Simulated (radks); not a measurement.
**Numerical settings for Se²²⁺**

Aim: see which numerical settings matter for the selenium ion Se22+. Each run changes a setting or two against a run with the defaults. The defaults are a mesh step of 0.008 in ln r, a mesh end at 40 bohr or more, Anderson mixing 0.5 over 9 steps and a tight residual threshold, with the energy settled to 1e-9 hartree as well; every run has a cap on iterations.

Method: Dirac Kohn-Sham, PBE, spin-unpolarised, spherical densities, finite nucleus. Code: radks (a radial shooting solver on a logarithmic mesh, Libxc functionals) version 1.

## 1. The atom as given

```
element            : selenium (Z = 34)
charge             : +22
electrons          : 12
configuration      : [Ne] 3s2
nuclear rms radius : 4.14 fm
```

The outer shells:

Se²²⁺
```
[Ne] core
3s [↑↓]
```

## 2. Default settings

Input:

```text
Z 34
configuration [Ne] 3s2
relativity Dirac
functional pbe,pbe
spin unpolarised
j_filling energy
nucleus finite rms 4.14 fm
c 137.035999084
max_iterations 68
```

Command:

```
> python run_ks.py task.json out
```

This one command runs every case of the session in turn.

## 3. Mesh step in ln r 0.005

Settings, as their differences from step 2:

```diff
@@ -8,2 +8,3 @@
 c 137.035999084
+mesh_step 0.005
 max_iterations 68
```

## 4. Mesh step in ln r 0.012

Settings, as their differences from step 3:

```diff
@@ -8,3 +8,3 @@
 c 137.035999084
-mesh_step 0.005
+mesh_step 0.012
 max_iterations 68
```

## 5. Mesh step in ln r 0.2

Settings, as their differences from step 4:

```diff
@@ -8,3 +8,3 @@
 c 137.035999084
-mesh_step 0.012
+mesh_step 0.2
 max_iterations 68
```

## 6. Mesh end (bohr) 5

Settings, as their differences from step 5:

```diff
@@ -8,3 +8,3 @@
 c 137.035999084
-mesh_step 0.2
+mesh_end 5
 max_iterations 68
```

## 7. Mesh end (bohr) 400

Settings, as their differences from step 6:

```diff
@@ -8,3 +8,3 @@
 c 137.035999084
-mesh_end 5
+mesh_end 400
 max_iterations 68
```

## 8. Residual threshold 0.001

Settings, as their differences from step 7:

```diff
@@ -8,3 +8,3 @@
 c 137.035999084
-mesh_end 400
+threshold 0.001
 max_iterations 68
```

## 9. Residual threshold 1e-05

Settings, as their differences from step 8:

```diff
@@ -8,3 +8,3 @@
 c 137.035999084
-threshold 0.001
+threshold 1e-05
 max_iterations 68
```

## 10. Mixing 1.5

Settings, as their differences from step 9:

```diff
@@ -8,3 +8,3 @@
 c 137.035999084
-threshold 1e-05
+mixing 1.5
 max_iterations 68
```

## 11. Mixing history 1, mixing 0.5

Settings, as their differences from step 10:

```diff
@@ -8,3 +8,4 @@
 c 137.035999084
-mixing 1.5
+history 1
+mixing 0.5
 max_iterations 68
```

## 12. Mixing history 1, mixing 0.2

Settings, as their differences from step 11:

```diff
@@ -9,3 +9,3 @@
 history 1
-mixing 0.5
+mixing 0.2
 max_iterations 68
```

## 13. Mixing history 2

Settings, as their differences from step 12:

```diff
@@ -8,4 +8,3 @@
 c 137.035999084
-history 1
-mixing 0.2
+history 2
 max_iterations 68
```

## 14. Iteration cap 8

Settings, as their differences from step 13:

```diff
@@ -8,3 +8,2 @@
 c 137.035999084
-history 2
-max_iterations 68
+max_iterations 8
```

What does the calculation give? Wanted: for each run, setting; iterations; converged; change of E.

The runs gave:

| setting | mesh points | iterations | converged | change of E (mhartree) | time |
| --- | --- | --- | --- | --- | --- |
| Default settings | 2189 | 14 | yes | 0 | - |
| mesh step in ln r 0.005 | 3501 | 14 | yes | 0 | 0.06 s |
| mesh step in ln r 0.012 | 1459 | 13 | yes | 0 | 0.03 s |
| mesh step in ln r 0.2 | 88 | 68 | no | - | 0.06 s |
| mesh end (bohr) 5 | 1929 | 14 | yes | 0 | 0.04 s |
| mesh end (bohr) 400 | 2476 | 14 | yes | 0 | 0.04 s |
| residual threshold 0.001 | 2189 | 7 | yes | 0 | 0.03 s |
| residual threshold 1e-05 | 2189 | 9 | yes | 0 | 0.03 s |
| mixing 1.5 | 2189 | 13 | yes | 0 | 0.04 s |
| mixing history 1, mixing 0.5 | 2189 | 32 | yes | 0 | 0.07 s |
| mixing history 1, mixing 0.2 | 2189 | 68 | no | - | 0.15 s |
| mixing history 2 | 2189 | 23 | yes | 0 | 0.06 s |
| iteration cap 8 | 2189 | 8 | no | - | 0.02 s |

A zero stands for a change under the printed digits. No run that converges misses the default energy by more than 1 mhartree. Not converged or rejected: mesh step in ln r 0.2; mixing history 1, mixing 0.2; iteration cap 8.
